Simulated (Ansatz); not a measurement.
# HfIn4SiO6 (P312) in Ansatz: convergence with wavefunction cutoff

Aim: find how far wavefunction cutoff must go before the results for HfIn4SiO6 settle, at PBE. This setting moves, with any that are tied to it; all else stays.

Everything below comes from runs of Ansatz 0.2.0. Logs are shortened: lines on timing, memory, paths and dates and some standing lists are left out, and cuts for length are marked.

## (1) Starting point

It takes space group P312 (No. 149, trigonal). Conventional cell: a = 5.277 Å, b = 5.277 Å, c = 10.559 Å, α = 90.00°, β = 90.00°, γ = 120.00°. Hf (site symmetry 32) is surrounded by 6 O at 2.10 Å. In (site symmetry 3) has 3 O at 2.62 Å as nearest neighbours. Around In (site symmetry 3) lie 3 O at 2.32 Å. Around Si (site symmetry 32) lie 6 O at 1.83 Å. Around O (site symmetry 1) lie 1 Si at 1.83 Å and 1 Hf at 2.10 Å.

The cell was built by a generator and needn't be a form met in nature.

## (2) With wavefunction cutoff 200 eV

File input.yaml:

```yaml
crystal:
  lattice:
    - [5.27743, 0.0, 0.0]
    - [-2.63872, 4.57039, 0.0]
    - [0.0, 0.0, 10.55905]
  atoms:
    - { symbol: Hf, position: [0.66667, 0.33333, 0.0] }
    - { symbol: In, position: [0.0, 0.0, 0.30446] }
    - { symbol: In, position: [0.0, 0.0, 0.69554] }
    - { symbol: In, position: [0.33333, 0.66667, 0.78919] }
    - { symbol: In, position: [0.33333, 0.66667, 0.21081] }
    - { symbol: Si, position: [0.0, 0.0, 0.0] }
    - { symbol: O, position: [0.973, 0.70496, 0.89972] }
    - { symbol: O, position: [0.29504, 0.027, 0.10028] }
    - { symbol: O, position: [0.29504, 0.26804, 0.89972] }
    - { symbol: O, position: [0.73196, 0.70496, 0.10028] }
    - { symbol: O, position: [0.73196, 0.027, 0.89972] }
    - { symbol: O, position: [0.973, 0.26804, 0.10028] }
hamiltonian:
  xc: pbe
  pseudopotentials: { kind: paw }
kpoints:
  mp_grid: { grid: [4, 4, 2] }
scf:
  occupations: { method: fermi_dirac, width: 0.05 }
output:
  forces: true
  stress: true
  eigenvalues: true
basis:
  ecutwfc: "200 eV"
```

Potentials or basis: Ansatz PAW.

Run with:

```console
ansatz run input.yaml --threads 8 --pin off --max-ram 20480MiB --backend cpu --events-out ev --progress --plain --runs-dir out
```

Wall time 1.2 s (8 threads of Intel Xeon Platinum 8375C at 2.90GHz (Ice Lake), shared host); peak memory 0.56 GiB.

What came out:

- Free energy: -42084.1344 eV
- Pressure: 0.6 GPa
- Largest force: 1.075 eV/Å
- Band gap on the k mesh: 0.55 eV, indirect (least direct gap 1.78 eV)

## (3) With wavefunction cutoff 250 eV

Edit input.yaml of step 2 so:

```diff
@@ -30,2 +30,2 @@
 basis:
-  ecutwfc: "200 eV"
+  ecutwfc: "250 eV"
```

Potentials or basis: Ansatz PAW.

Run with:

```console
ansatz run input.yaml --threads 8 --pin off --max-ram 20480MiB --backend cpu --events-out ev --progress --plain --runs-dir out
```

Wall time 1.4 s (8 threads of Intel Xeon Platinum 8375C at 2.90GHz (Ice Lake), shared host); peak memory 0.63 GiB.

Results:

```yaml
Free_energy: -42144.4340 eV
Pressure: 1.2 GPa
Largest_force: 0.413 eV/Å
Band_gap_on_the_k_mesh: 0.36 eV, indirect (least direct gap 1.69 eV)
```

## (4) With wavefunction cutoff 300 eV

Edit input.yaml of step 3 so:

```diff
@@ -30,2 +30,2 @@
 basis:
-  ecutwfc: "250 eV"
+  ecutwfc: "300 eV"
```

Run with:

```console
ansatz run input.yaml --threads 8 --pin off --max-ram 20480MiB --backend cpu --events-out ev --progress --plain --runs-dir out
```

It took 1.8 s on 8 threads of Intel Xeon Platinum 8375C at 2.90GHz (Ice Lake), shared host; peak memory 0.7 GiB.

Results:

- Free energy: -42156.9663 eV
- Pressure: -0.3 GPa
- Largest force: 0.089 eV/Å
- Band gap on the k mesh: 0.35 eV, indirect (least direct gap 1.71 eV)

## (5) With wavefunction cutoff 350 eV

Edit input.yaml of step 4 so:

```diff
@@ -30,2 +30,2 @@
 basis:
-  ecutwfc: "300 eV"
+  ecutwfc: "350 eV"
```

Run with:

```console
ansatz run input.yaml --threads 8 --pin off --max-ram 20480MiB --backend cpu --events-out ev --progress --plain --runs-dir out
```

Wall time 1.7 s (8 threads of Intel Xeon Platinum 8375C at 2.90GHz (Ice Lake), shared host); peak memory 0.8 GiB.

What came out:

* Free energy: -42159.3912 eV
* Pressure: -0.1 GPa
* Largest force: 0.043 eV/Å
* Band gap on the k mesh: 0.35 eV, indirect (least direct gap 1.71 eV)

## (6) With wavefunction cutoff 400 eV

Edit input.yaml of step 5 so:

```diff
@@ -30,2 +30,2 @@
 basis:
-  ecutwfc: "350 eV"
+  ecutwfc: "400 eV"
```

Potentials or basis: Ansatz PAW.

Run with:

```console
ansatz run input.yaml --threads 8 --pin off --max-ram 20480MiB --backend cpu --events-out ev --progress --plain --runs-dir out
```

Wall time 1.9 s (8 threads of Intel Xeon Platinum 8375C at 2.90GHz (Ice Lake), shared host); peak memory 0.9 GiB.

The run converged. Its results:

| Item | Value |
| --- | --- |
| Free energy | -42159.8748 eV |
| Pressure | 0.0 GPa |
| Largest force | 0.008 eV/Å |
| Band gap on the k mesh | 0.35 eV, indirect (least direct gap 1.71 eV) |

## (7) With wavefunction cutoff 450 eV

Edit input.yaml of step 6 so:

```diff
@@ -30,2 +30,2 @@
 basis:
-  ecutwfc: "400 eV"
+  ecutwfc: "450 eV"
```

Run with:

```console
ansatz run input.yaml --threads 8 --pin off --max-ram 20480MiB --backend cpu --events-out ev --progress --plain --runs-dir out
```

Wall time 2.5 s (8 threads of Intel Xeon Platinum 8375C at 2.90GHz (Ice Lake), shared host); peak memory 0.98 GiB.

Results (log left out):

- Free energy: -42159.9622 eV
- Pressure: 0.0 GPa
- Largest force: 0.008 eV/Å
- Band gap on the k mesh: 0.35 eV, indirect (least direct gap 1.71 eV)

## (8) With wavefunction cutoff 500 eV

Edit input.yaml of step 7 so:

```diff
@@ -30,2 +30,2 @@
 basis:
-  ecutwfc: "450 eV"
+  ecutwfc: "500 eV"
```

Run with:

```console
ansatz run input.yaml --threads 8 --pin off --max-ram 20480MiB --backend cpu --events-out ev --progress --plain --runs-dir out
```

Run time: 2.3 s. Hardware: 8 threads of Intel Xeon Platinum 8375C at 2.90GHz (Ice Lake), shared host; peak memory 1 GiB.

Results (log left out):

| Quantity | Value |
| --- | --- |
| Free energy | -42159.9712 eV |
| Pressure | 0.0 GPa |
| Largest force | 0.009 eV/Å |
| Band gap on the k mesh | 0.35 eV, indirect (least direct gap 1.71 eV) |

## (9) With wavefunction cutoff 600 eV

Edit input.yaml of step 8 so:

```diff
@@ -30,2 +30,2 @@
 basis:
-  ecutwfc: "500 eV"
+  ecutwfc: "600 eV"
```

Potentials or basis: Ansatz PAW.

Run with:

```console
ansatz run input.yaml --threads 8 --pin off --max-ram 20480MiB --backend cpu --events-out ev --progress --plain --runs-dir out
```

Run time: 3.3 s. Hardware: 8 threads of Intel Xeon Platinum 8375C at 2.90GHz (Ice Lake), shared host; peak memory 1.3 GiB.

Results (log left out):

| Property | Result |
| --- | --- |
| Free energy | -42159.9758 eV |
| Pressure | 0.0 GPa |
| Largest force | 0.010 eV/Å |
| Band gap on the k mesh | 0.35 eV, indirect (least direct gap 1.71 eV) |

## (10) With wavefunction cutoff 800 eV

Edit input.yaml of step 9 so:

```diff
@@ -30,2 +30,2 @@
 basis:
-  ecutwfc: "600 eV"
+  ecutwfc: "800 eV"
```

Potentials or basis: Ansatz PAW.

Run with:

```console
ansatz run input.yaml --threads 8 --pin off --max-ram 20480MiB --backend cpu --events-out ev --progress --plain --runs-dir out
```

The program printed:

```text
Warning: the atoms were moved onto the symmetric positions of the space group found under crystal.symmetry.tolerance 1.0e-5 (fractional; no operation is sought that the atoms, as they stand in a round, miss by more than twice it, and no atom is moved by as much as it), and the run uses the moved positions. Before a round's move an operation carried an atom to 5.72e-5 Å from where it should land, the largest such distance. Atom 0 (counting from 0) moved farthest, by 3.05e-5 Å; the longest move in fractions of the cell, of whichever atom, is 0.47 of the tolerance, in 1 round. To run the atoms as typed, lower crystal.symmetry.tolerance until the operations that they miss are no longer found, or set crystal.symmetry.detect: false (a key that needs symmetry detection or time reversal refuses this as the deck is read). The positions used, in the order of the run's atom list: position: [0.6666666666666666, 0.3333333333333333, 0.0]; position: [4.664483385587344e-17, -2.288894781717933e-18, 0.30446]; position: [4.664483385587344e-17, -2.288894781717933e-18, 0.69554]; position: [0.3333333333333334, 0.6666666666666666, 0.78919]; position: [0.3333333333333334, 0.6666666666666666, 0.21081]; position: [4.664483385587344e-17, -2.288894781717933e-18, 0.0]; position: [0.973, 0.70496, 0.89972]; position: [0.29504, 0.027000000000000014, 0.10028]; position: [0.29504, 0.26803999999999994, 0.89972]; position: [0.73196, 0.70496, 0.10028]; position: [0.73196, 0.027000000000000014, 0.89972]; position: [0.973, 0.26803999999999994, 0.10028]; The lattice was moved too: crystal.lattice keeps the space group found at crystal.symmetry.tolerance 1.0e-5 only nearly: the operation that it misses by the most changes a squared length by the fraction 2.19e-6. The run uses the lattice that is a stretch of the typed one, with no rotation, onto the one that keeps every operation to a double's rounding (on a very oblique basis the stretch itself rounds by more); the deck's lattice vector that moved farthest moved by 3.02e-6 Å. To run the lattice as typed, set crystal.symmetry.tolerance under 5.05e-7, the least fraction by which an operation that the lattice misses changes a squared length (the same key also sets how far an atom may lie from its image, so lowering it can lose operations that the atoms keep only within it), or set crystal.symmetry.detect: false, as for the atoms. crystal.lattice made exact, in Å and degrees: [[5.277430896802439, 2.886751346061088e-6, 0.0], [-2.63871794840122, 4.5703877799721315, 0.0], [0.0, 0.0, 10.55905]]. Pasted over the deck's crystal.lattice, beside positions in fractional coordinates, it runs the same cell (given as lengths and angles, that cell in the form's own orientation, a rigid turn of the misfit's size from the one run here, for which a checkpoint.post_process_only pass over this run's state can be refused: where this run relaxes nothing, give such a pass this deck's own crystal.lattice, as typed; behind a relaxation, as crystal.lattice, the state's own cell, identity.cell in its checkpoint.json), and a matrix so pasted ends this notice, except on a very skew basis of the lattice, where the rounding of the pasted numbers themselves can read as a misfit: the cell is then moved again, and that move is told again. The lattice as run is in this notice's lattice.as_run_ang field (Run.prep()["deck_notices"] in Python, the deck_notice line of an events file, deck_notices of ansatz run --dry-run=json, or deck_notices in record.json in the deck's checkpoint.write directory).
Warning: RAYON_NUM_THREADS=8 ignored (pool sized by the plan → 8); use --threads N
Engine: ansatz 0.2.0, x86_64-unknown-linux-gnu
Pseudopotentials: kind: paw
Pseudopotential: Hf, paw, valence charge 26, recommended cutoff 420 eV (normal), Hf.paw.azcp
Pseudopotential: In, paw, valence charge 13, recommended cutoff 420 eV (normal), In.paw.azcp
[... 77 lines left out ...]
        0.000000       0.000000       0.013190
  P = ⅓ Tr σ = 0.0067 GPa (0.067 kbar)
--- Band table (eV; the first three rows and the last of 8) ---
  k-point 0: bands = ["-55.5748", "-24.4054", "-24.3976", "-24.3976", "-13.8362", "-12.1454", "-12.1454", "-12.1161", "-11.4863", "-11.4863", "-7.7922", "-7.7922", "-7.7898", "-7.7898", "-7.7022", "-7.7022", "-7.7004", "-7.6905", "-7.6905", "-7.6744", "-7.4567", "-7.4567", "-7.4540", "-7.4540", "-7.4508", "-7.4243", "-7.4084", "-7.4084", "-7.3692", "-7.3692", "-5.4512", "-5.4427", "-5.4427", "-5.4084", "-5.4063", "-5.4037", "-5.4037", "-2.3001", "-0.3672", "0.0091", "0.0091", "0.1461", "0.6293", "1.4157", "1.4157", "2.0590", "2.1988", "2.1988", "2.5851", "3.0043", "3.0043", "3.4414", "3.6570", "3.6570", "4.2084", "4.2084", "4.6608", "6.1895", "7.1096", "8.8186", "8.9218", "8.9218", "9.1052", "9.1052", "9.3665", "10.5912", "10.5912", "11.0852", "11.1697", "11.4700"]
  k-point 1: bands = ["-55.5748", "-24.4054", "-24.3976", "-24.3976", "-13.8361", "-12.1454", "-12.1454", "-12.1161", "-11.4863", "-11.4863", "-7.7916", "-7.7916", "-7.7904", "-7.7904", "-7.6983", "-7.6983", "-7.6949", "-7.6945", "-7.6945", "-7.6797", "-7.4565", "-7.4565", "-7.4541", "-7.4541", "-7.4504", "-7.4247", "-7.4085", "-7.4085", "-7.3692", "-7.3692", "-5.4512", "-5.4427", "-5.4427", "-5.4084", "-5.4063", "-5.4037", "-5.4037", "-2.2956", "-0.3267", "0.0090", "0.0090", "0.0937", "0.5494", "1.4157", "1.4157", "2.0613", "2.1991", "2.1991", "3.0042", "3.0042", "3.0230", "3.3676", "3.6575", "3.6575", "4.1150", "4.2086", "4.2086", "6.7599", "6.7669", "8.8153", "8.8153", "9.2326", "9.2326", "9.4402", "9.4604", "9.8425", "10.5586", "10.5586", "11.3105", "11.4025"]
  k-point 2: bands = ["-55.5748", "-24.4048", "-24.4025", "-24.3987", "-13.6654", "-12.2584", "-12.2410", "-11.9867", "-11.5990", "-11.4879", "-7.8018", "-7.8015", "-7.7908", "-7.7874", "-7.7077", "-7.6991", "-7.6966", "-7.6885", "-7.6835", "-7.6780", "-7.4739", "-7.4691", "-7.4600", "-7.4509", "-7.4302", "-7.4183", "-7.4148", "-7.3969", "-7.3891", "-7.3726", "-5.4501", "-5.4454", "-5.4431", "-5.4163", "-5.4120", "-5.4030", "-5.3975", "-2.0610", "-0.2752", "-0.2616", "0.1755", "0.3307", "0.6848", "0.8088", "1.6326", "2.0694", "2.2625", "2.5110", "2.7899", "2.8474", "3.1510", "3.4007", "3.4024", "3.8398", "3.8947", "4.0363", "4.7555", "5.7865", "6.0809", "8.1769", "8.4828", "8.6035", "9.3111", "9.5159", "9.9740", "10.4938", "10.5179", "11.0161", "11.1664", "11.8842"]
  k-point 7: bands = ["-55.5748", "-24.4062", "-24.4041", "-24.4009", "-13.4443", "-12.4108", "-12.2632", "-11.9624", "-11.7146", "-11.4661", "-7.8257", "-7.8190", "-7.7733", "-7.7723", "-7.7138", "-7.6973", "-7.6920", "-7.6906", "-7.6822", "-7.6785", "-7.4983", "-7.4784", "-7.4525", "-7.4453", "-7.4351", "-7.4150", "-7.4084", "-7.4018", "-7.3945", "-7.3703", "-5.4492", "-5.4484", "-5.4440", "-5.4248", "-5.4185", "-5.4008", "-5.3895", "-1.7048", "-0.5981", "-0.2613", "0.2050", "0.5097", "0.6897", "1.1870", "1.4353", "1.7286", "2.0946", "2.3857", "2.9174", "3.0858", "3.3274", "3.4939", "3.6154", "3.7923", "4.0510", "4.2328", "4.3322", "4.8676", "5.5213", "7.4579", "7.8965", "9.1467", "9.6544", "9.8368", "9.9538", "10.2310", "10.9011", "11.3560", "11.6116", "11.8680"]
```

Wall time 4.8 s (8 threads of Intel Xeon Platinum 8375C at 2.90GHz (Ice Lake), shared host); peak memory 1.8 GiB.

Results:

* Free energy: -42159.9795 eV
* Pressure: 0.0 GPa
* Largest force: 0.011 eV/Å
* Band gap on the k mesh: 0.35 eV, indirect (least direct gap 1.71 eV)

## (11) The series at a glance

```csv
wavefunction cutoff,"energy less the tightest run, at zero smearing (meV/atom)",pressure (GPa),largest force (eV/Å),gap on the mesh (eV),SCF cycles,CPU time (s),peak memory (GiB)
200 eV,6320.34,0.57,1.075,0.548,9,6.2,0.56
250 eV,1295.45,1.24,0.413,0.364,9,7.5,0.63
300 eV,251.10,-0.28,0.089,0.354,9,9.8,0.7
350 eV,49.02,-0.10,0.043,0.348,9,10,0.8
400 eV,8.73,0.01,0.008,0.348,9,11,0.9
450 eV,1.44,0.02,0.008,0.348,9,14,0.98
500 eV,0.69,0.01,0.009,0.348,9,14,1
600 eV,0.31,0.01,0.010,0.348,8,20,1.3
800 eV,0.00,0.01,0.011,0.348,9,30,1.8
```

Against the tightest run, the energy stays within 1 meV/atom from 500 eV on; the pressure stays within 0.1 GPa from 400 eV on; the largest force stays within 0.005 eV/Å from 400 eV on; the gap on the mesh stays within 0.01 eV from 300 eV on. The tightest run that finished is the yardstick and may itself not be fully converged.

Caveats: spin-orbit coupling is left out, which moves the levels of the heavy elements.
